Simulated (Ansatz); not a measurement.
# UCCSD(T)/STO-3G run of GeH2Cl (SMILES [Cl][GeH2])

Aim: the vertical ionisation energy of GeH2Cl at UCCSD(T)/STO-3G, from 2 runs. 

The calculation is run with Ansatz 0.2.0.

57 further runs of the same task are left out: 6 that didn't finish, 51 set aside as unsound or not needed.

## 1. The structure to begin with

The species is GeH2Cl (4 atoms), meant as a doublet with charge 0. As SMILES, `[Cl][GeH2]`. The shape is that of a PBE0-D4/def2-TZVP optimisation.

Bond lengths: Cl1–Ge2 2.156 Å, Ge2–H3 1.546 Å, Ge2–H4 1.546 Å. Angles: Cl1–Ge2–H3 106.8°, Cl1–Ge2–H4 106.8°, H3–Ge2–H4 112.3°.

## 2. The energy at UCCSD(T)/STO-3G

The input, run.yaml:

```yaml
crystal:
  periodic: [false, false, false]
  atoms:
    - {symbol: Cl, position_ang: [-1.562900, 0.305200, 0.993500]}
    - {symbol: Ge, position_ang: [0.106700, -0.451100, -0.141600]}
    - {symbol: H, position_ang: [0.072700, 0.259600, -1.514200]}
    - {symbol: H, position_ang: [1.383400, -0.113700, 0.662300]}
basis:
  gaussian: {orbitals: STO-3G}
scf: {omitted_lower_state_checks: [cluster_reference, increment]}
magnetization: {spin_polarized: true, initial_magnetization: 1}
accuracy: high
correlation: {method: ccsd_t, frozen_orbitals: {Cl: 5, Ge: 9, H: 0}}
```

On the command line:

```console
$ ansatz run run.yaml --threads 1 --pin off --max-ram 2610MiB --events-out events.jsonl --progress --plain --runs-dir runs
```

Standard output, shortened:

```text
Warning: RAYON_NUM_THREADS=1 ignored (pool sized by the plan → 1); use --threads N
Functional definition: HF
  name "HF"
[...]
426 factors; integrals over basis functions are off by at most 4.7e-9 eV
[...]
mean field -68232.72343337 eV, -2507.5063363754 hartree, gradient 5.5e-8 eV, S^2 0.751586; 0 other end points of the search recorded, 0 dependent functions left out
14 core orbitals not correlated: weight in the atoms' cores, before any rotation towards them, 1.000 or more for the frozen orbitals, at most 0.000 for the correlated occupied ones
reference -68232.72343337 eV, -2507.5063363754 hartree; 12, 11 occupied and 3, 4 virtual orbitals, 426 factors
second order -0.89570773 eV of doubles, -0.00000000 eV of singles
cycle   1  -1.15902443 eV  change   -2.6e-1 eV  update   4.9e-2
[...]
cycle  20  -1.32467139 eV  change  -8.4e-10 eV  update   2.2e-9
perturbative correction -0.01936609 eV, -0.0007116908 hartree
Total energy: -68234.06747086 eV, -2507.5557288419 hartree
Checks for a lower state left out: cluster_reference, increment
```

Run time: 0.5 s. Hardware: 1 thread of Arm Neoverse V1, shared host.

## 3. The singlet cation, same level

The input, in.yaml:

```yaml
crystal:
  periodic: [false, false, false]
  atoms:
    - {symbol: Cl, position_ang: [-1.562900, 0.305200, 0.993500]}
    - {symbol: Ge, position_ang: [0.106700, -0.451100, -0.141600]}
    - {symbol: H, position_ang: [0.072700, 0.259600, -1.514200]}
    - {symbol: H, position_ang: [1.383400, -0.113700, 0.662300]}
basis:
  gaussian: {orbitals: STO-3G}
total_charge: 1
correlation: {method: ccsd_t, frozen_orbitals: {Cl: 5, Ge: 9, H: 0}}
accuracy: high
scf: {omitted_lower_state_checks: [cluster_reference, increment]}
```

On the command line:

```console
$ ansatz run in.yaml --threads 1 --pin off --max-ram 2610MiB --events-out events.jsonl --progress --plain --runs-dir runs
```

Standard output, shortened:

```text
Warning: RAYON_NUM_THREADS=1 ignored (pool sized by the plan → 1); use --threads N
[... 2 set-up lines as earlier in the session ...]
[...]
425 factors; integrals over basis functions are off by at most 4.7e-9 eV
[...]
mean field -68225.65546560 eV, -2507.2465933504 hartree, gradient 5.0e-8 eV, S^2 0.000000; 0 other end points of the search recorded, 0 dependent functions left out
14 core orbitals not correlated: weight in the atoms' cores, before any rotation towards them, 1.000 or more for the frozen orbitals, at most 0.000 for the correlated occupied ones
reference -68225.65546560 eV, -2507.2465933504 hartree; 11, 11 occupied and 4, 4 virtual orbitals, 425 factors
second order -1.33126290 eV of doubles, -0.00000000 eV of singles
cycle   1  -1.62950634 eV  change   -3.0e-1 eV  update   8.7e-2
[...]
cycle  21  -1.90063062 eV  change  -1.3e-10 eV  update   1.4e-9
perturbative correction -0.08193053 eV, -0.0030108913 hartree
Total energy: -68227.63802674 eV, -2507.3194511287 hartree
Checks for a lower state left out: cluster_reference, increment
```

Wall time 0.34 s (1 thread of Arm Neoverse V1, shared host).

## 4. What came out

Level: UCCSD(T)/STO-3G, 14 core orbitals frozen.

| quantity | value |
| --- | --- |
| doublet GeH2Cl: total energy | -2507.55573 Eh |
| doublet GeH2Cl: correlation energy (14 core orbitals frozen) | -49.4 mEh |
| doublet GeH2Cl: (T) correction | -0.71 mEh |
| doublet GeH2Cl: ⟨S²⟩ of the reference determinant | 0.752 |
| doublet GeH2Cl: T1 diagnostic | 0.006 |
| singlet cation: total energy | -2507.31945 Eh |
| singlet cation: correlation energy (14 core orbitals frozen) | -72.9 mEh |
| singlet cation: (T) correction | -3.01 mEh |
| singlet cation: T1 diagnostic | 0.023 |
| vertical ionisation energy (to the singlet cation) | 6.429 eV |

The vertical ionisation energy comes to 6.43 eV (620 kJ/mol). Only the singlet of the ionised species was computed; a triplet could lie lower. In a minimal basis such a difference can be off by several eV, whatever the method. The triples (doublet GeH2Cl) make up 1.4 % of the correlation energy. The T1 diagnostic (singlet cation) of 0.023 is above the customary mark for such species, so a single reference may not serve. The triples (singlet cation) make up 4.1 % of the correlation energy.
